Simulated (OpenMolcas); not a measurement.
**singlet [GaH2O2]−: levels of theory compared**

Wanted: a comparison of 6 runs (B3LYP/6-31G*, B2PLYP/def2-SVPD, BLYP/def2-SVPD, M06-2X/def2-SVPD, TPSS/def2-SVPD, MP2/def2-SVPD) of singlet [GaH2O2]−. 

The calculation is run with OpenMolcas 26.06.

## 1. Starting point

The species is [GaH2O2]− (5 atoms), meant as a singlet with charge -1. As SMILES of the parent species, `[OH][Ga][OH]`. Geometry: relaxed at PBE0-D4/def2-TZVP. This is one conformer, not always the lowest. That shape belongs to the parent species and isn't relaxed for this state.

Bond lengths: O1–Ga2 1.804 Å, Ga2–O3 1.795 Å, O1–H4 0.960 Å, O3–H5 0.963 Å. Angles: O1–Ga2–O3 114.9°, Ga2–O1–H4 114.9°, Ga2–O3–H5 111.1°.

## 2. The energy at B3LYP/6-31G(d) (spherical functions) (run 1)

The input, job.input:

```
* GaH2O2 Kohn-Sham DFT
&GATEWAY
BASLIB
$CurrDir
COORD
5
angstrom
O       -0.370600       0.021600      -1.274400
Ga      -0.311700      -0.753800       0.353600
O        0.618200       0.154900       1.591100
H       -0.867400      -0.464600      -1.936500
H        0.981500       0.968200       1.224700
BASIS
6-31Gs
GROUP
NoSym
&SEWARD
GRIDINPUT
Grid=UltraFine
End of Grid
&SCF
CHARGE
-1
KSDFT
B3LYP
THRESHOLDS
1e-10 1e-07 1e-07 1e-05
PRORBITALS
1 1
```

The basis set 6-31G* is read from a file made from the Basis Set Exchange's data (not shown).

Command:

```
export MOLCAS_MEM=1860
pymolcas job.input > job.log
```

Standard output:

```text
--- Start Module: gateway ---
[...]
--- Stop Module: gateway /rc=_RC_ALL_IS_WELL_ ---
--- Start Module: seward ---
[...]
      Basis functions           64
--- Stop Module: seward /rc=_RC_ALL_IS_WELL_ ---
[...]
--- Start Module: scf ---
[...]
       Convergence after  18 Iterations
[...]
::    Total KS-DFT energy                           -2076.3244777000
[...]
      Total spin, S                                     0.0000000000
[...]
      Total electronic charge=   50.000000
      Total            charge=   -1.000000
[...]
      Dipole Moment (debye):
      Origin of the operator (angstrom)=   -0.1691   -0.4724    0.2790
                   X=  5.1409E-01               Y=  1.6996E+00               Z= -1.5409E+00           Total=  2.3510E+00
      Center of Charge (angstrom)
[...]
--- Stop Module: scf /rc=_RC_ALL_IS_WELL_ ---
[...]
```

It took 14 s on 1 thread of Arm Neoverse V1, shared host; peak memory 0.4 GiB.

## 3. The energy at B2PLYP/def2-SVPD (run 2)

The input, test.input:

```
&GATEWAY
 BASLIB=$CurrDir
 COORD
 5
 angstrom
 O       -0.370600       0.021600      -1.274400
 Ga      -0.311700      -0.753800       0.353600
 O        0.618200       0.154900       1.591100
 H       -0.867400      -0.464600      -1.936500
 H        0.981500       0.968200       1.224700
 BASIS=def2-SVPD
 GROUP=NoSym

&SEWARD
 GRIDINPUT
 Grid=UltraFine
 End of Grid

&SCF
 CHARGE=-1
 KSDFT=B2PLYP_SCF
 THRESHOLDS=1e-10 1e-07 1e-07 1e-05
 PRORBITALS=1 1

&MBPT2
 FROZEN=11
```

The basis set def2-SVPD is read from a file made from the Basis Set Exchange's data (not shown).

Command:

```
export MOLCAS_MEM=1860
pymolcas test.input > test.log
```

Standard output:

```text
--- Start Module: gateway ---
[...]
--- Stop Module: gateway /rc=_RC_ALL_IS_WELL_ ---
[...]
      Basis functions          100
[...]
--- Start Module: scf ---
[...]
       Convergence after  16 Iterations
[...]
::    Total KS-DFT energy                           -2075.5403485423
[...]
      Total spin, S                                     0.0000000000
[...]
      Total electronic charge=   50.000000
      Total            charge=   -1.000000
[...]
      Dipole Moment (debye):
      Origin of the operator (angstrom)=   -0.1691   -0.4724    0.2790
                   X=  3.9145E-01               Y=  1.4020E+00               Z= -1.3736E+00           Total=  2.0014E+00
      Center of Charge (angstrom)
[...]
--- Stop Module: scf /rc=_RC_ALL_IS_WELL_ ---
[...]
--- Start Module: mbpt2 ---
[...]
 ###    WARNING: MP2 implementation intended for RHF references only         ###
 ###############################################################################
MBPT2 WARNING: Reference function according to RunFile:KS-DFT
I'll assume you know what you're doing and continue
WARNING!
Default frozen orbitals as non valence orbitals is overwritten by user input.
Default values:  16
[...]
       Reference weight ( Cref**2 )         =        0.76504
::    Total MBPT2 energy                            -2076.3231116180
[...]
      Total MBPT2 calculations                           0.41      0.48
--- Stop Module: mbpt2 /rc=_RC_ALL_IS_WELL_ ---
[...]
```

Run time: 28 s. Hardware: 1 thread of Arm Neoverse V1, shared host; peak memory 0.56 GiB.

Runs 3 to 4 aren't shown in full; the table further down has their settings and results.

## 4. The energy at TPSS/def2-SVPD (run 5)

The input, mol.input:

```
&GATEWAY
BASLIB
$CurrDir
COORD
5
bohr
O     -0.70033250     0.04081808    -2.40826697
Ga    -0.58902763    -1.42447555     0.66820716
O      1.16822869     0.29271858     3.00674324
H     -1.63914844    -0.87796676    -3.65945464
H      1.85476619     1.82963283     2.31434758
BASIS
def2-SVPD
GROUP
NoSym
&SEWARD
GRIDINPUT
Grid=UltraFine
End of Grid
&SCF
CHARGE
-1
KSDFT
2
1.0 MGGA_X_TPSS
1.0 MGGA_C_TPSS
THRESHOLDS
1e-10 1e-07 1e-07 1e-05
PRORBITALS
1 1
```

The basis set def2-SVPD is read from a file made from the Basis Set Exchange's data (not shown).

Command:

```
export MOLCAS_MEM=1860
pymolcas mol.input > mol.log
```

Standard output:

```text
--- Start Module: gateway ---
[...]
--- Stop Module: gateway /rc=_RC_ALL_IS_WELL_ ---
--- Start Module: seward ---
[...]
      Basis functions          100
--- Stop Module: seward /rc=_RC_ALL_IS_WELL_ ---
[...]
--- Start Module: scf ---
[...]
       Convergence after  23 Iterations
[...]
::    Total KS-DFT energy                           -2076.2449944374
[...]
      Total spin, S                                     0.0000000000
[...]
      Total electronic charge=   50.000000
      Total            charge=   -1.000000
[...]
      Dipole Moment (debye):
      Origin of the operator (angstrom)=   -0.1691   -0.4724    0.2790
                   X=  3.3459E-01               Y=  1.2686E+00               Z= -1.3044E+00           Total=  1.8501E+00
      Center of Charge (angstrom)
[...]
--- Stop Module: scf /rc=_RC_ALL_IS_WELL_ ---
[...]
```

It took 53 s on 1 thread of Arm Neoverse V1, shared host; peak memory 0.56 GiB.

## 5. A single-point energy at MP2/def2-SVPD (run 6)

The input, calc.inp:

```
* GaH2O2 MP2

&GATEWAY
  BasLib=$CurrDir
  BasisSet
  O.def2-SVPD....
  O1 -0.370600 0.021600 -1.274400 angstrom
  O3 0.618200 0.154900 1.591100 angstrom
  End of Basis
  BasisSet
  Ga.def2-SVPD....
  Ga2 -0.311700 -0.753800 0.353600 angstrom
  End of Basis
  BasisSet
  H.def2-SVPD....
  H4 -0.867400 -0.464600 -1.936500 angstrom
  H5 0.981500 0.968200 1.224700 angstrom
  End of Basis

&SEWARD

&SCF
  Charge=-1
  Thresholds=1e-10 1e-07 1e-07 1e-05
  PrOrbitals=0

&MBPT2
  Frozen=11
```

The basis set def2-SVPD is read from a file made from the Basis Set Exchange's data (not shown).

Command:

```
export MOLCAS_MEM=1860
pymolcas calc.inp > calc.log
```

Standard output:

```text
--- Start Module: gateway ---
[...]
--- Stop Module: gateway /rc=_RC_ALL_IS_WELL_ ---
[...]
      Basis functions          100
[...]
--- Start Module: scf ---
[...]
       Convergence after  16 Iterations
[...]
::    Total SCF energy                              -2073.8372888242
[...]
      Total spin, S                                     0.0000000000
[...]
      Total electronic charge=   50.000000
      Total            charge=   -1.000000
[...]
      Dipole Moment (debye):
      Origin of the operator (angstrom)=   -0.1691   -0.4724    0.2790
                   X=  6.8674E-01               Y=  1.9991E+00               Z= -1.5545E+00           Total=  2.6238E+00
      Center of Charge (angstrom)
[...]
--- Stop Module: scf /rc=_RC_ALL_IS_WELL_ ---
[...]
--- Start Module: mbpt2 ---
[...]
WARNING!
Default frozen orbitals as non valence orbitals is overwritten by user input.
Default values:  16
[...]
       Reference weight ( Cref**2 )         =        0.84129
::    Total MBPT2 energy                            -2074.4704977136
[...]
      Total MBPT2 calculations                           0.42      0.48
--- Stop Module: mbpt2 /rc=_RC_ALL_IS_WELL_ ---
[...]
```

Run time: 12 s. Hardware: 1 thread of Arm Neoverse V1, shared host; peak memory 0.56 GiB.

## 6. The series

```
run                               level  frozen core orbitals  integration grid   energy (Eh)  HOMO energy (eV)  LUMO energy (eV)  HOMO–LUMO gap (eV)  wall time
  1  B3LYP/6-31G* (spherical functions)                     –         UltraFine  -2076.324478              1.00              4.95                3.94       14 s
  2                    B2PLYP/def2-SVPD                    11         UltraFine  -2075.751695             -0.42              4.94                5.36       28 s
  3                      BLYP/def2-SVPD                     –         UltraFine  -2076.293011              1.02              3.80                2.79       36 s
  4                    M06-2X/def2-SVPD                     –         UltraFine  -2076.173286             -0.48              4.89                5.37       43 s
  5                      TPSS/def2-SVPD                     –         UltraFine  -2076.244994              0.99              3.95                2.96       53 s
  6                       MP2/def2-SVPD                    11                 –  -2074.470498             -1.42              5.93                7.35       12 s
```

## 7. Outcome

| quantity | value |
| --- | --- |
| run 6: total energy | -2074.47050 Eh |
| run 6: HOMO energy (Hartree–Fock orbitals) | -1.42 eV |
| run 6: LUMO energy (Hartree–Fock orbitals) | 5.93 eV |
| run 6: HOMO–LUMO gap (to an unbound level, set by the basis) | 7.35 eV |
| run 6: correlation energy (11 core orbitals frozen) | -633.2 mEh |

In words: Over runs 1, 2, 3, 4, 5 the HOMO–LUMO gap runs from 2.79 eV (BLYP/def2-SVPD) to 5.37 eV (M06-2X/def2-SVPD). The empty levels of an anion lie above zero and hang on the basis. For B2PLYP the log adds the whole second-order term; the table takes 0.27 of it, as the functional is defined. Totals of different functionals can't be ranked against each other. In runs 1, 3, 5 the HOMO lies above zero, so the outermost electron may be held by the basis alone. All runs together took 3.1 min, the longest 53 s.
